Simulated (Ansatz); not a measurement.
**LaYCo8B2: a single-point run**

Aim: a sound single-point run of LaYCo8B2. The structure is shown as the input types it.

Program: Ansatz 0.2.0. Level of theory: DFT PBEsol, scalar-relativistic, plane waves, PAW; settings changed (as first typed). These are calculated values, not measurements.

1 further run of the same task is left out (set aside as unsound or not needed). Runs told in other sessions of the task aren't counted.

## 1. The system as given

The structure is triclinic, space group P1 (No. 1). Conventional cell: a = 4.303 Å, b = 4.303 Å, c = 4.303 Å, α = 90.00°, β = 90.00°, γ = 90.00°. B (site symmetry 1) is surrounded by 1 B at 1.33 Å and 4 Co at 1.53 to 1.72 Å and 1 Y at 2.26 Å. Around B (site symmetry 1) lie 1 B at 1.33 Å and 4 Co at 1.51 to 2.32 Å and 2 La at 2.19 to 2.31 Å and 1 Y at 2.27 Å. Co (site symmetry 1) is surrounded by 2 B at 1.51 to 1.63 Å and 2 Co at 1.73 to 1.77 Å. Co (site symmetry 1) has 5 Co at 1.71 to 1.85 Å in its first shell of neighbours. Around Co (site symmetry 1) lie 2 B at 1.52 to 1.53 Å. Around Co (site symmetry 1) lie 6 Co at 1.73 to 2.37 Å and 2 La at 2.05 to 2.34 Å and 1 B at 2.34 Å. Around Co (site symmetry 1) lie 2 B at 1.72 to 2.32 Å and 6 Co at 1.77 to 2.31 Å and 1 Y at 2.30 Å. Around Co (site symmetry 1) lie 2 B at 1.62 to 1.65 Å and 1 Co at 1.73 Å. Only part of the 12 independent sites is listed.

Coordinates:

```xyz
12
Lattice="4.3028 0.0000 0.0000 0.0000 4.3028 0.0000 0.0000 0.0000 4.3028" Properties=species:S:1:pos:R:3 pbc="T T T"
B     3.8248    0.7562   -0.0153
B     3.6908    2.0838   -0.0065
Co    0.0540    1.6266    3.0169
Co    1.0896    0.4536    2.1961
Co    3.7756    3.5647    3.9708
Co    2.0389    1.9796    2.6472
Co    2.4402    0.3755    3.3419
Co    3.6092    1.4365    1.4731
Co    1.0963    3.3440    3.1557
Co    1.5802    4.0952    0.5509
La    1.6032    1.9677    0.6457
Y     3.6200    3.5905    1.6930
```

## 2. Input and run

The input, input.yaml:

```yaml
crystal:
  lattice:
    - [4.3028189, 0.0, 0.0]
    - [0.0, 4.3028189, 0.0]
    - [0.0, 0.0, 4.3028189]
  atoms:
    - { symbol: B, position: [0.8889066712, 0.1757378295, -0.0035558734] }
    - { symbol: B, position: [0.8577716447, 0.4842821086, -0.0015122761] }
    - { symbol: Co, position: [0.0125477857, 0.3780216504, 0.7011534356], spin: 1.29 }
    - { symbol: Co, position: [0.253221787, 0.1054234173, 0.5103819699], spin: 1.42 }
    - { symbol: Co, position: [0.8774778995, 0.8284649464, 0.9228459673], spin: 0.36 }
    - { symbol: Co, position: [0.4738456143, 0.4600802811, 0.6152273471], spin: 1.17 }
    - { symbol: Co, position: [0.5671076881, 0.0872732701, 0.776687655], spin: 1.53 }
    - { symbol: Co, position: [0.8388023362, 0.3338517088, 0.342346791], spin: 0.66 }
    - { symbol: Co, position: [0.2547807335, 0.7771585131, 0.7334004521], spin: 1.36 }
    - { symbol: Co, position: [0.3672416561, 0.9517484916, 0.128024569], spin: 1.31 }
    - { symbol: La, position: [0.3725873277, 0.4572973743, 0.1500734046] }
    - { symbol: "Y", position: [0.8413042737, 0.8344523884, 0.393473332] }
basis:
  ecutwfc: 420
kpoints:
  mp_grid: { grid: [2, 2, 2] }
hamiltonian:
  xc: pbesol
scf:
  occupations: { method: gaussian, width: 0.05 }
  lower_state_search: "off"
  max_iter: 50
output:
  forces: true
  eigenvalues: true
  stress: true
magnetization:
  spin_polarized: true
```

Started as:

```
$ ansatz run input.yaml --threads 8 --pin off --max-ram 14336MiB --backend cpu --events-out ev --progress --plain --runs-dir out
```

Q: Will this input give a usable result? If not, why, and what should change?

This run ends as converged, with warnings (seeded moment not kept). It gives a pressure of 465 GPa and a largest force of 12.6 eV/Å, which is large; a structure far from rest gives such values too, whatever the setting.

The structure was scaled down until the atoms press into each other. The shortest distance in the input is 1.33 Å, between atoms 1 (B) and 2 (B).

Fix: use the intended lattice or bond lengths.
